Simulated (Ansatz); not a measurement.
**CH4Cl2NTa: a ladder of functionals and wavefunction methods**

One table from this session's results is given with a row withheld; the runs are named, their logs left out.

Program: Ansatz 0.2.0, Gaussian basis. Level of theory: functionals in def2-TZVPP, the program's frozen cores in correlated methods. These are calculated values, not measurements.

The runs, in order: LDA (SPW92), PBE-D4, revPBE-D4, BLYP-D4, r2SCAN-D4, B97M-V, PBE0-D4, B3LYP-D4, r2SCANh-D4, r2SCAN0-D4, HSE06-D4, BHLYP-D4, CAM-B3LYP-D4, LC-ωPBE, ωB97X-V, ωB97M-V, B2PLYP, PBE-QIDH; CCSD(T)/def2-SVP; CCSD(T)/def2-TZVPP; MP2/def2-QZVPP; extrapolation to the limit; RPA on PBE.

## Structure used throughout

The geometry comes from an earlier relaxation with PBE0-D4 in a triple-zeta def2 set; it is a stationary point, not always the lowest conformer. Ta takes the def2 core potential; no spin-orbit term is included.

SMILES `[CH3][Ta](=[NH])([Cl])[Cl]`, 9 atoms, charge 0, spin multiplicity 1.

Atoms are counted from 1 here; the program's logs count them from 0.

Bond lengths: C1–Ta2 2.137 Å, C1–H6 1.094 Å, C1–H7 1.094 Å, C1–H8 1.096 Å, Ta2–N3 1.751 Å, Ta2–Cl4 2.303 Å, Ta2–Cl5 2.303 Å, N3–H9 1.007 Å. Angles: Ta2–C1–H6 110.8°, Ta2–C1–H7 110.7°, Ta2–C1–H8 109.9°, H6–C1–H7 107.6°, H6–C1–H8 108.9°, H7–C1–H8 108.9°, C1–Ta2–N3 102.3°, C1–Ta2–Cl4 107.7°, C1–Ta2–Cl5 107.7°, N3–Ta2–Cl4 110.4°, N3–Ta2–Cl5 110.4°, Cl4–Ta2–Cl5 117.2°, Ta2–N3–H9 176.4°.

The first run:

The input, in.yaml:

```yaml
crystal:
  periodic: [false, false, false]
  atoms:
    - {symbol: C, position_ang: [-1.303227, 0.049105, -0.337975]}
    - {symbol: Ta, position_ang: [0.820158, 0.210688, -0.155536]}
    - {symbol: N, position_ang: [1.145383, -0.736197, 1.280586]}
    - {symbol: Cl, position_ang: [1.758380, -0.788087, -2.006099]}
    - {symbol: Cl, position_ang: [1.323594, 2.427311, 0.212453]}
    - {symbol: H, position_ang: [-1.800305, 0.444649, 0.552987]}
    - {symbol: H, position_ang: [-1.603363, -0.997482, -0.447559]}
    - {symbol: H, position_ang: [-1.645426, 0.610931, -1.215161]}
    - {symbol: H, position_ang: [1.393305, -1.267317, 2.099202]}
basis:
  gaussian: {orbitals: def2-TZVPP}
hamiltonian: {xc: lda}
output: {orbitals: {seedname: orbitals}}
```

Steps of the session up to this table: LDA; PBE-D4 (GGA); revPBE-D4 (GGA); BLYP-D4 (GGA); r2SCAN-D4 (meta-GGA); B97M-V (meta-GGA); PBE0-D4 (hybrid); B3LYP-D4 (hybrid); r2SCANh-D4 (hybrid); r2SCAN0-D4 (hybrid); HSE06-D4 (hybrid); BHLYP-D4 (hybrid); CAM-B3LYP-D4 (range-separated); LC-ωPBE-D4 (range-separated; the results give it without D4); ωB97X-V (range-separated); ωB97M-V (range-separated); B2PLYP (double hybrid); PBE-QIDH (double hybrid).

One of the session's tables, all rows but one given; the rest of the session is left out.

It belongs to the step «Frontier levels by functional». 

| functional | HOMO (eV) | LUMO (eV) | gap (eV) |
| --- | --- | --- | --- |
| LDA (SPW92) | -7.07 | -3.10 | 3.96 |
| PBE-D4 | -6.88 | -2.86 | 4.02 |
| revPBE-D4 | ? | ? | ? |
| BLYP-D4 | -6.71 | -2.73 | 3.98 |
| r2SCAN-D4 | -7.17 | -2.71 | 4.46 |
| B97M-V | -7.18 | -2.66 | 4.52 |
| PBE0-D4 | -8.20 | -2.01 | 6.20 |
| B3LYP-D4 | -7.94 | -2.22 | 5.72 |
| r2SCANh-D4 | -7.66 | -2.40 | 5.27 |
| r2SCAN0-D4 | -8.40 | -1.91 | 6.49 |
| HSE06-D4 | -7.80 | -2.39 | 5.42 |
| BHLYP-D4 | -9.37 | -0.99 | 8.38 |
| CAM-B3LYP-D4 | -9.55 | -0.89 | 8.66 |
| LC-ωPBE | -10.95 | 0.27 | 11.22 |
| ωB97X-V | -10.57 | 0.18 | 10.75 |
| ωB97M-V | -10.45 | 0.11 | 10.56 |

Estimate the missing values for revPBE-D4.

**Answer.** HOMO (eV): -6.82; LUMO (eV): -2.77; gap (eV): 4.05. In the column «HOMO (eV)» it lies between PBE-D4 (-6.88) and BLYP-D4 (-6.71).
